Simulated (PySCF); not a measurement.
# C6H10NOP: the cost of one run

Computed with PySCF 2.14.0 and routines of our own; the level stands in each step. Atoms count from 0.

## (1) The starting structure

19 atoms, charge 0, multiplicity 1; geometry from: GFN2-xTB.

## (2) Magnetic properties: GIAO HF/pcSseg-1

The job: settings as JSON, then the geometry in Å.

```
{"job": {"kind": "mag", "xc": "HF", "basis": "pcSseg-1", "isotopologues": 0}, "charge": 0, "multiplicity": 1}
C     -1.610467     2.890277     1.524843
C     -1.198139     1.844387     1.097136
P     -0.530032     0.223295     0.751030
C     -1.995545    -0.607799     0.017965
N      0.320643    -0.479895     1.848901
C      0.595997     0.562997    -0.653469
C      1.091955    -0.799068    -1.069581
C      2.378370    -1.211536    -0.428560
O      0.452439    -1.498277    -1.817069
H     -1.985023     3.821986     1.838637
H     -2.725687    -0.786645     0.807369
H     -1.669081    -1.562747    -0.393558
H     -2.445899    -0.000798    -0.763511
H     -0.169806    -0.741066     2.691133
H      1.394723     1.209790    -0.291221
H      0.027336     1.045133    -1.450681
H      3.172602    -0.519432    -0.699774
H      2.649978    -2.220551    -0.726542
H      2.235833    -1.160804     0.650836
```

With the program's defaults for keys left out, this is: GIAO HF/pcSseg-1 magnetisability, rotational g tensor and spin-rotation constants, non-relativistic, gas phase.

Started as:

```console
$ OMP_NUM_THREADS=1 python excited_run.py task.json out
```

One launch serves the whole session: the jobs run in the order shown.

Q: Estimate the wall time and peak memory of this first job on 1 thread of Arm Neoverse V1, shared host.

About 31 s, with a peak of 0.91 GiB.
